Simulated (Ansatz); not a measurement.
# CH₄F₂Si₂: a ladder of functionals and wavefunction methods

How much do the methods differ for CH₄F₂Si₂? The plan is to run it at one geometry with functionals of several rungs and with coupled cluster, and see how far each lands from CCSD(T) at the basis-set limit for the atomisation energy.

Computed with Ansatz 0.2.0, Gaussian basis. Level: functionals in def2-TZVPP, the program's frozen cores in correlated methods.

Plan: LDA (SPW92), PBE-D4, revPBE-D4, BLYP-D4, r2SCAN-D4, B97M-V, PBE0-D4, B3LYP-D4, r2SCANh-D4, r2SCAN0-D4, HSE06-D4, BHLYP-D4, CAM-B3LYP-D4, LC-ωPBE, ωB97X-V, ωB97M-V, B2PLYP, PBE-QIDH; CCSD(T)/def2-SVP; CCSD(T)/def2-TZVPP; MP2/def2-QZVPP; extrapolation to the limit; RPA on PBE.

## (1) The relaxed structure

All runs share one geometry, relaxed beforehand with PBE0-D4 in a triple-zeta def2 set.

9 atoms, charge 0, spin multiplicity 1.

Atoms are counted from 1 here; the program's logs count them from 0.

Bond lengths: F1–Si2 1.630 Å, Si2–F3 1.630 Å, C4–Si5 1.761 Å, C4–H6 1.088 Å, C4–H7 1.088 Å, Si5–H8 1.477 Å, Si5–H9 1.477 Å. Angles: F1–Si2–F3 100.1°, Si5–C4–H6 116.9°, Si5–C4–H7 116.9°, H6–C4–H7 112.2°, C4–Si5–H8 120.5°, C4–Si5–H9 120.5°, H8–Si5–H9 114.1°.

Coordinates:

```
atom    x (Å)    y (Å)    z (Å)
  F1   0.5393  -2.1472  -0.3816
 Si2   1.3015  -0.7972  -0.8850
  F3   2.1616  -0.4388   0.4522
  C4  -0.2644   0.6288  -0.7491
 Si5  -0.9450   0.4670   0.8665
  H6   0.2803   1.5456  -0.9634
  H7  -0.8936   0.3214  -1.5812
  H8  -1.8527  -0.6526   1.1883
  H9  -0.2384   1.0266   2.0363
```

## (2) LDA

This LDA is Slater exchange with PW92 correlation.

File in.yaml:

```yaml
crystal:
  periodic: [false, false, false]
  atoms:
    - {symbol: F, position_ang: [0.539320, -2.147159, -0.381594]}
    - {symbol: Si, position_ang: [1.301526, -0.797151, -0.884983]}
    - {symbol: F, position_ang: [2.161622, -0.438762, 0.452223]}
    - {symbol: C, position_ang: [-0.264401, 0.628826, -0.749099]}
    - {symbol: Si, position_ang: [-0.945017, 0.467043, 0.866504]}
    - {symbol: H, position_ang: [0.280256, 1.545566, -0.963421]}
    - {symbol: H, position_ang: [-0.893559, 0.321360, -1.581218]}
    - {symbol: H, position_ang: [-1.852709, -0.652556, 1.188305]}
    - {symbol: H, position_ang: [-0.238438, 1.026635, 2.036281]}
basis:
  gaussian: {orbitals: def2-TZVPP}
hamiltonian: {xc: lda}
output: {orbitals: {seedname: orbitals}}
```

Further steps of the session: PBE-D4 (GGA); revPBE-D4 (GGA); BLYP-D4 (GGA); r2SCAN-D4 (meta-GGA); B97M-V (meta-GGA); PBE0-D4 (hybrid); B3LYP-D4 (hybrid); r2SCANh-D4 (hybrid); r2SCAN0-D4 (hybrid); HSE06-D4 (hybrid); BHLYP-D4 (hybrid); CAM-B3LYP-D4 (range-separated); LC-ωPBE (range-separated); ωB97X-V (range-separated); ωB97M-V (range-separated); B2PLYP (double hybrid); PBE-QIDH (double hybrid); CCSD(T) in def2-SVP; CCSD(T) in def2-TZVPP; MP2 in def2-QZVPP; RPA on PBE orbitals.

Q: Predict the results of all the runs planned. Wanted: atomisation energy, CCSD(T)/CBS; farthest beyond LDA; mean size of error, GGA; mean size of error, meta-GGA; mean size of error, hybrid; mean size of error, range-separated; mean size of error, double hybrid; gap, smallest and largest; T1 diagnostic.

As calculated:

```
                               quantity                                                        value
        atomisation energy, CCSD(T)/CBS                                                    33.279 eV
    functionals within 0.166 eV (0.5 %)  BLYP-D4, r2SCAN-D4, B97M-V, B3LYP-D4, CAM-B3LYP-D4, ωB97M-V
                    farthest beyond LDA                                         BHLYP-D4 (-1.328 eV)
                mean size of error, GGA                                                     0.304 eV
           mean size of error, meta-GGA                                                     0.110 eV
             mean size of error, hybrid                                                     0.525 eV
    mean size of error, range-separated                                                     0.300 eV
      mean size of error, double hybrid                                                     0.586 eV
              gap, smallest and largest                     1.36 eV (LDA (SPW92)), 6.52 eV (LC-ωPBE)
                          T1 diagnostic                                                       0.0271
triples share of the correlation energy                                                        3.8 %
```

LDA overbinds by 4.835 eV (15 %). PBE-D4 is off by +0.521 eV. Double hybrids carry the basis error of their MP2 part in triple zeta, and no dispersion term here, so their miss is partly the set-up's. Taken by rung, meta-GGA functionals do best (0.110 eV on average) and double hybrid ones worst beyond LDA (0.586 eV). Misses under about 0.166 eV are within the doubt on the reference itself, which lacks core-valence correlation, relativity and higher excitations. Hartree-Fock recovers 71 % of the binding; the rest is correlation. CCSD(T) in def2-SVP is off by -2.641 eV, so the small basis spoils what the method gains. Orbital gaps span 1.4 to 6.5 eV; exact exchange widens them. T1 = 0.027 passes the customary mark of 0.02 by a little. The restricted reference is unstable towards a spin-broken one.
